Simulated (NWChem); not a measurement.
# CH5BClN (SMILES CNBCl) at B3LYP/6-31G(d) (spherical functions)

Wanted: a geometry optimisation of CH5BClN. 

The calculation is run with NWChem 7.3.0.

**1. Starting point**

The species is CH5BClN (9 atoms), meant as a singlet with charge 0. SMILES: `CNBCl`. Geometry: relaxed at PBE0-D4/def2-TZVP. This is one conformer, not always the lowest. The run starts from this shape.

Bond lengths: C1–N2 1.445 Å, N2–B3 1.381 Å, B3–Cl4 1.771 Å, C1–H5 1.094 Å, C1–H6 1.094 Å, C1–H7 1.090 Å, N2–H8 1.009 Å, B3–H9 1.192 Å. Some angles: C1–N2–B3 126.0°, N2–B3–Cl4 119.6°, C1–N2–H8 115.0°, B3–N2–H8 119.0°, N2–C1–H5 111.4°, N2–C1–H6 111.4°, N2–C1–H7 109.2°, N2–B3–H9 121.5°, Cl4–B3–H9 118.9°, H5–C1–H6 108.3°.

**2. A geometry optimisation at B3LYP/6-31G(d) (spherical functions)**

struct.xyz reads:

```xyz
9

C      0.510100     0.482100    -0.973400
N     -0.407900    -0.226000    -0.111700
B     -0.261100    -0.415200     1.248200
Cl    -1.495300    -1.314500     2.144800
H      0.907000    -0.170400    -1.756500
H      0.027900     1.338900    -1.452800
H      1.346700     0.849900    -0.380000
H     -1.220500    -0.605500    -0.573900
H      0.681600     0.014200     1.838200
```

struct.nw reads:

```
echo
start struct
memory total 2200 mb

geometry
 load struct.xyz
end

basis spherical bse
 C library 6-31G*
 N library 6-31G*
 B library 6-31G*
 Cl library 6-31G*
 H library 6-31G*
end

dft
 xc b3lyp
 mult 1
 grid fine
 convergence energy 1e-07
 maxiter 100
 mulliken
 print low
end

driver
 maxiter 60
end

freq
 temp 2 298.15 500
end

task dft optimize
task dft frequencies
```

Launch:

```bash
$ nwchem struct.nw > struct.out
```

What values should one expect? Wanted: total energy at the end; lowest harmonic wavenumber; highest harmonic wavenumber; zero-point energy.

Computed results:

At B3LYP/6-31G* (spherical functions):

```
                   quantity          value
    total energy at the end  -580.99372 Eh
 lowest harmonic wavenumber       164 cm⁻¹
highest harmonic wavenumber      3570 cm⁻¹
          zero-point energy   183.9 kJ/mol
```

What this shows: At the final geometry: Bond lengths: C1–N2 1.457 Å, N2–B3 1.387 Å, B3–Cl4 1.790 Å, C1–H5 1.097 Å, C1–H6 1.097 Å, C1–H7 1.092 Å, N2–H8 1.014 Å, B3–H9 1.190 Å. Some angles: C1–N2–B3 126.2°, N2–B3–Cl4 119.6°, C1–N2–H8 114.6°, B3–N2–H8 119.2°, N2–C1–H5 111.3°, N2–C1–H6 111.3°, N2–C1–H7 109.1°, N2–B3–H9 121.7°, Cl4–B3–H9 118.7°, H5–C1–H6 108.3°. All 21 modes are real, so the shape is a minimum at this level. The optimisation took 5 steps and changed the energy by -0.009 eV. Mulliken charges run from -0.48 on N2 to +0.33 on H8.
